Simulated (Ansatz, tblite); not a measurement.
## A script for CuF (GFN2-xTB)

These are simulated results from tblite 0.8.0, not measurements. The cell was built from a prototype and was relaxed with r2SCAN in plane waves (Ansatz 0.2.0). Not every such cell is a known phase. All runs are without spin polarisation.

Space group Pm-3m (No. 221), cubic; a = 2.738 Å in the conventional setting, 10.27 Å³ an atom. Cu has 8 F at 2.37 Å; F has 8 Cu at 2.37 Å.

tblite solves periodic systems at the zone centre alone, so the script builds a cluster of 4×4×4 conventional cells (128 atoms), which folds in a coarse mesh of k points.

run.py reads:

```python
import json
from ase import Atoms
from ase.build import make_supercell
from ase.units import Bohr, GPa, Hartree
from tblite.interface import Calculator

atoms = Atoms(['Cu', 'F'],
              cell=[[2.73846163, 0.0, 0.0], [0.0, 2.73846163, 0.0], [0.0, 0.0, 2.73846163]],
              scaled_positions=[[0.0, 0.0, 0.0], [0.5, 0.5, 0.5]],
              pbc=True)
cluster = make_supercell(atoms, [[4, 0, 0], [0, 4, 0], [0, 0, 4]])
calc = Calculator('GFN2-xTB', cluster.numbers, cluster.positions / Bohr, lattice=cluster.cell[:] / Bohr, periodic=cluster.pbc)
calc.set('temperature', 0.02 / Hartree)
calc.set('max-iter', 150)
res = calc.singlepoint()
levels = res.get('orbital-energies') * Hartree
nv = round(res.get('orbital-occupations').sum() / 2)
cells = len(cluster) // len(atoms)
out = {'energy_per_cell': res.get('energy') * Hartree / cells, 'homo': levels[nv - 1], 'lumo': levels[nv],
       'stress': (-res.get('virial') * Hartree / cluster.get_volume() / GPa).tolist(), 'charges': res.get('charges')[:len(atoms)].tolist(), 'electrons': 2 * nv / cells}
json.dump(out, open('results.json', 'w'))
for key, value in out.items():
    print(key, value)
```

Command: `python run.py`. It took 20 s on 1 thread of Arm Neoverse V1, on a shared host, peak memory 0.19 GiB.

Output:

```
------------------------------------------------------------
  cycle        total energy    energy error   density error
------------------------------------------------------------
      1     -543.1334850270  -5.4345979E+02   1.9715815E-01
      2     -548.0864138125  -4.9529288E+00   1.1461457E-01
      3     -553.3978349015  -5.3114211E+00   6.5943394E-02
      4     -554.2659754041  -8.6814050E-01   9.3534249E-03
      5     -554.2492759171   1.6699487E-02   1.1150825E-02
      6     -554.3102931752  -6.1017258E-02   4.2175076E-03
      7     -554.3110481357  -7.5496050E-04   3.6295167E-03
      8     -554.3043968196   6.6513161E-03   4.6823388E-03
      9     -554.3174120283  -1.3015209E-02   1.3716256E-03
     10     -554.3177532464  -3.4121806E-04   9.4925953E-04
     11     -554.3178481054  -9.4859002E-05   7.5079464E-04
     12     -554.3179543288  -1.0622347E-04   5.2088972E-04
     13     -554.3180080937  -5.3764902E-05   3.2961133E-04
     14     -554.3180300168  -2.1923096E-05   2.1010673E-04
     15     -554.3180367052  -6.6883665E-06   1.5176711E-04
     16     -554.3180398529  -3.1476811E-06   1.1044393E-04
     17     -554.3180419049  -2.0520462E-06   7.4319189E-05
     18     -554.3180413097   5.9524098E-07   8.1700072E-05
     19     -554.3180415434  -2.3368170E-07   7.7234340E-05
     20     -554.3180425946  -1.0512701E-06   5.5172933E-05
     21     -554.3180419751   6.1957519E-07   6.8724699E-05
     22     -554.3180423542  -3.7911377E-07   5.5830428E-05
     23     -554.3180428164  -4.6222669E-07   4.6130496E-05
     24     -554.3180434183  -6.0187824E-07   2.0071987E-05
     25     -554.3180435300  -1.1167265E-07   1.0128006E-05
------------------------------------------------------------

 total:                                  19.328 sec
energy_per_cell -235.68378535571156
homo -11.043343442602405
lumo -11.043343441223143
stress [[-1.8584704534606102, -1.7031964477021278e-06, -1.7037141983716835e-06], [-1.7031964475963995e-06, -1.8584704880379364, -1.7001497227685697e-06], [-1.7037141983747553e-06, -1.7001497227218787e-06, -1.8584704835742896]]
charges [0.18320666725291013, -0.18324185241176782]
electrons 18.0
```

The cycle table is in hartree for the whole cluster, and the lines after it are in eV (the energy for one cell). The printed stress is in GPa and positive in compression, and the pressure is its mean diagonal.

GFN2-xTB gives no gap at the points read. On the same cell, plane-wave PBE (Ansatz, 10×10×10 k points and the special points) gives no gap (an overlap of 0.37 eV at the points read) and r2SCAN no gap (an overlap of 0.41 eV at the points read); on shared hosts these took about 1.7 and 3.7 core-seconds on the 2-atom cell, against 20 for the script.

The same script was run on cells scaled at fixed shape and fractional coordinates:

```tsv
volume (Å³/atom)	energy (meV/atom)	pressure (GPa, positive in compression)	gap (eV)
9.04	44.9	14.62	0.02
9.65	6.3	5.42	0.00
10.27	0.0	-1.86	0.00
10.88	18.0	-7.28	0.00
11.50	53.8	-11.18	0.00
```

A Birch-Murnaghan fit puts the minimum at 10.09 Å³/atom, 1.7 % below the given cell, with a bulk modulus of 111 GPa at fixed shape.

xTB was fitted mostly to molecules, and a small cluster samples few k points, so gaps, pressures and kinks along a curve can be far from a solid's.
